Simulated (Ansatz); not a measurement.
Run this with the Ansatz DFT code, driven from Python and show what comes out.

The script, `fsm_feni.py`:
```python
'''Fixed-spin-moment curve of FeNi.'''

import ansatz as az

FUNCTIONAL = 'PBEsol'
MESH = (11, 11, 8)
WIDTH_EV = 0.1
SCF_TOL = 1e-09

crystal = (
    az.Lattice.of((2.533, 0.0, 0.0), (0.0, 2.533, 0.0), (0.0, 0.0, 3.582))
    .atom('Fe', (0.0, 0.0, 0.0))
    .atom('Ni', (0.5, 0.5, 0.5))
)

model = (
    crystal.calculation()
    .functional(FUNCTIONAL)
    .basis(16 * az.Ha)
    .kpoints(mesh=MESH)
    .occupations(az.OccupationsMethod.GAUSSIAN, width=WIDTH_EV)
    .scf(tolerance=SCF_TOL)
)
# a hard lock holds the total moment, with one Fermi level a spin
rows = []
for total in [0.0, 1.2, 2.4, 3.6, 4.8, 6.0]:
    rep = model.spin('collinear', total=total, lock='hard').run().report
    up, down = rep['spin_fermi_energies_ev']
    rows.append((total, rep['free_energy_ev'], up - down, rep['absolute_magnetization_mub']))
reference = rows[0][1]
rows = [(m, 1000 * (e - reference), split, size) for m, e, split, size in rows]
for row in rows:
    print('; '.join(f'{name} = {round(v, 4) if isinstance(v, float) else v}' for name, v in zip(['total muB', 'F - F(0) meV', 'EF up - down eV', 'absolute muB'], row)))
best = min(rows, key=lambda row: row[1])
print(f'lowest at {best[0]} muB per cell, {best[1]:.1f} meV against the first point')
```

Running `python fsm_feni.py` prints:
```text
RunWarning: this spin-polarised run has no starting moment large enough to seed its density, and nothing else in its deck makes the two spin channels differ, so an SCF from that start keeps the magnetisation at zero until it first converges, unless a state [...]
RunWarning: the starting moments were not kept: 1 of 2 ended reversed and 1 kept their direction, counting a site from 0.1 μB. The largest reversed, site 1 (counted from 0, in the order of the report's site_moments_mub), started with +0.6 μB and closes at [...]
DeckWarning: where an SCF of this run starts from atoms to list the orders of its open shells, Ni (site 1, from 0) starts with 2.00 μB on its 3d shell, in the place of the 2.40 μB that the deck gives it: its open shells can hold no more by Hund's first rule. [...]
total muB = 0.0; F - F(0) meV = 0.0; EF up - down eV = 0.0; absolute muB = 0.0
total muB = 1.2; F - F(0) meV = -155.0216; EF up - down eV = -0.3838; absolute muB = 1.5804
total muB = 2.4; F - F(0) meV = -444.7095; EF up - down eV = -0.5732; absolute muB = 2.664
total muB = 3.6; F - F(0) meV = -584.8186; EF up - down eV = 0.4364; absolute muB = 3.8106
total muB = 4.8; F - F(0) meV = 380.1564; EF up - down eV = 2.5878; absolute muB = 4.8003
total muB = 6.0; F - F(0) meV = 2871.3395; EF up - down eV = 5.8756; absolute muB = 6.0
lowest at 3.6 muB per cell, -584.8 meV against the first point
```
(Warnings from the package without file and line, shortened, repeats left out.)

Absolute energies stand on the zero of these potentials, so only differences at equal settings mean something. A total without «per atom» is that of the whole cell that was run. The SCF didn't keep the moments it started from (some shrank, vanished or turned); what is printed is the state reached. The mesh is modest for a metal, so energies can be off by several to tens of meV an atom and pressures by half a GPa or more; differences at equal mesh fare better. The starting cell is as deposited in a crystallographic database; the results hold for this polymorph, which needn't be the stable one. Only points where the Fermi levels of the two spins meet (minima, maxima and zero moment) are free solutions; a shallow minimum can lie between the points. Finished in 91 s on 1 thread of Arm Neoverse V1 (shared host), peak memory 0.49 GiB.
